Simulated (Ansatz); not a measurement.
# InH3 (SMILES [H][In]([H])[H]) at SVWN5/STO-3G

Aim: the energy change on altering one bond length of InH3 at SVWN5/STO-3G, from 2 runs. 

Program for the calculation: Ansatz 0.2.0.

27 further runs of the same task are left out: 1 that didn't finish, 26 set aside as unsound or not needed.

### 1 The structure to begin with

The species is InH3 (4 atoms), meant as a singlet with charge 0. As SMILES, `[H][In]([H])[H]`. The shape comes from GFN2-xTB, which is rough for such elements, and wasn't checked as a minimum.

Bond lengths: In1–H2 1.719 Å, In1–H3 1.719 Å, In1–H4 1.718 Å. Angles: H2–In1–H3 120.0°, H2–In1–H4 120.1°, H3–In1–H4 119.9°.

### 2 The energy at SVWN5/STO-3G

run.yaml reads:

```yaml
crystal:
  periodic: [false, false, false]
  atoms:
    - {symbol: In, position_ang: [0.000640, -0.000740, -0.000540]}
    - {symbol: H, position_ang: [1.718930, -0.027790, 0.013510]}
    - {symbol: H, position_ang: [-0.834510, 1.501400, -0.017780]}
    - {symbol: H, position_ang: [-0.885060, -1.472880, 0.004810]}
basis:
  gaussian: {orbitals: STO-3G}
hamiltonian: {xc: {name: SVWN5}}
accuracy: high
```

Launch:

```bash
$ ansatz run run.yaml --threads 1 --pin off --max-ram 2610MiB --events-out events.jsonl --progress --plain --runs-dir runs
```

Output:

```text
Warning: RAYON_NUM_THREADS=1 ignored (pool sized by the plan → 1); use --threads N
Functional definition: SVWN5
  name "SVWN5"
  exchange = slater_x
  correlation = vwn5_c
527 factors; integrals over basis functions are off by at most 4.0e-9 eV
mean field evaluation 1: about -154584.5843 eV, gradient 2.4e1 eV
mean field evaluation 2: about -154585.5213 eV, gradient 1.7e1 eV
mean field evaluation 4: about -154586.8028 eV, gradient 1.4e-1 eV
mean field evaluation 8: about -154586.7411 eV, gradient 1.6e-3 eV
mean field -154586.74110575 eV, -5680.9579529798 hartree, gradient 5.3e-8 eV, S^2 0.000000; 0 other end points of the search recorded, 0 dependent functions left out
reference -154586.74110744 eV, -5680.9579530420 hartree; 26, 26 occupied and 4, 4 virtual orbitals, 527 factors
Total energy: -154586.74110744 eV, -5680.9579530420 hartree
```

Wall time 0.4 s (1 thread of AMD EPYC 9R45 (Zen 5), shared host).

### 3 The distorted shape

job.yaml reads:

```yaml
basis:
  gaussian:
    orbitals: STO-3G
crystal:
  periodic: [false, false, false]
  atoms:
    - {symbol: In, position_ang: [-0.428932, 0.006022, -0.004052]}
    - {symbol: H, position_ang: [1.718930, -0.027790, 0.013510]}
    - {symbol: H, position_ang: [-1.264082, 1.508162, -0.021292]}
    - {symbol: H, position_ang: [-1.314632, -1.466118, 0.001298]}
accuracy: high
hamiltonian:
  xc: {name: SVWN5}
```

Launch:

```bash
$ ansatz run job.yaml --threads 1 --pin off --max-ram 2610MiB --events-out events.jsonl --progress --plain --runs-dir runs
```

Output:

```text
Warning: RAYON_NUM_THREADS=1 ignored (pool sized by the plan → 1); use --threads N
Functional definition: SVWN5
  name "SVWN5"
  exchange = slater_x
  correlation = vwn5_c
527 factors; integrals over basis functions are off by at most 4.0e-9 eV
mean field evaluation 1: about -154582.9915 eV, gradient 2.4e1 eV
mean field evaluation 2: about -154582.9097 eV, gradient 2.1e1 eV
mean field evaluation 4: about -154585.4325 eV, gradient 1.3e0 eV
mean field evaluation 8: about -154585.3650 eV, gradient 6.8e-4 eV
mean field evaluation 16: about -154585.3650 eV, gradient 1.1e-8 eV
mean field -154585.36495803 eV, -5680.9073804838 hartree, gradient 1.1e-8 eV, S^2 0.000000; 0 other end points of the search recorded, 0 dependent functions left out
reference -154585.36495975 eV, -5680.9073805469 hartree; 26, 26 occupied and 4, 4 virtual orbitals, 527 factors
Total energy: -154585.36495975 eV, -5680.9073805469 hartree
```

Wall time 0.4 s (1 thread of AMD EPYC 9R45 (Zen 5), shared host).

### 4 Results

At SVWN5/STO-3G:

```
                                                          quantity           value
                                         first shape: total energy  -5680.95795 Eh
                                     distorted shape: total energy  -5680.90738 Eh
energy change with the In1–H2 bond stretched from 1.719 to 2.148 Å        1.376 eV
```

With the In1–H2 bond stretched from 1.719 to 2.148 Å the energy rises by 1.38 eV (32 kcal/mol). The first shape isn't relaxed at this level, so the change isn't measured from a minimum. The minimal basis adds a large error of its own. Relativity is left out (first shape) although the molecule holds a heavy atom. Relativity is left out (distorted shape) although the molecule holds a heavy atom.
